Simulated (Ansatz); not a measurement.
# ClGaH3NO: the cost of one run

Program: Ansatz 0.2.0. Level of theory: RHF/def2-SVP. These are calculated values, not measurements.

## (1) The structure to begin with

Bond lengths: Ga1–Cl2 2.240 Å, Ga1–O3 1.790 Å, O3–H4 1.010 Å, Ga1–N5 1.930 Å, N5–H6 1.060 Å, N5–H7 1.060 Å. Angles: Cl2–Ga1–O3 120.0°, Cl2–Ga1–N5 120.0°, O3–Ga1–N5 120.0°, Ga1–O3–H4 109.5°, Ga1–N5–H6 120.0°, Ga1–N5–H7 120.0°, H6–N5–H7 120.0°.

As a file:

```xyz
7

Ga    0.0000    0.0000    0.0000
Cl    0.0000    0.0000    2.2400
O     1.5501    0.0000   -0.8950
H     1.8500   -0.9519   -1.0499
N    -1.6714    0.0000   -0.9650
H    -2.3403   -0.8164   -0.8664
H    -1.9204    0.8164   -1.5936
```

## (2) Relaxing the start

input.yaml reads:

```yaml
crystal:
  periodic: [false, false, false]
  atoms:
    - { symbol: Ga, position_ang: [0.0, 0.0, 0.0] }
    - { symbol: Cl, position_ang: [0.0, 0.0, 2.24] }
    - { symbol: O, position_ang: [1.5501, 0.0, -0.895] }
    - { symbol: H, position_ang: [1.85, -0.9519, -1.0499] }
    - { symbol: "N", position_ang: [-1.6714, 0.0, -0.965] }
    - { symbol: H, position_ang: [-2.3403, -0.8164, -0.8664] }
    - { symbol: H, position_ang: [-1.9204, 0.8164, -1.5936] }
basis:
  gaussian: { orbitals: def2-SVP }
hamiltonian:
  xc: hf
relax:
  f_tol: 0.02
  max_steps: 40
```

Started as:

```
$ ansatz run input.yaml --threads 1 --pin off --max-ram 2048MiB --backend cpu --events-out ev --progress --plain --runs-dir out
```

**Question.** How long does this run take on 1 thread of Arm Neoverse V1, shared host, and how much memory does it need?

About 33 s, with a peak of 0.19 GiB.
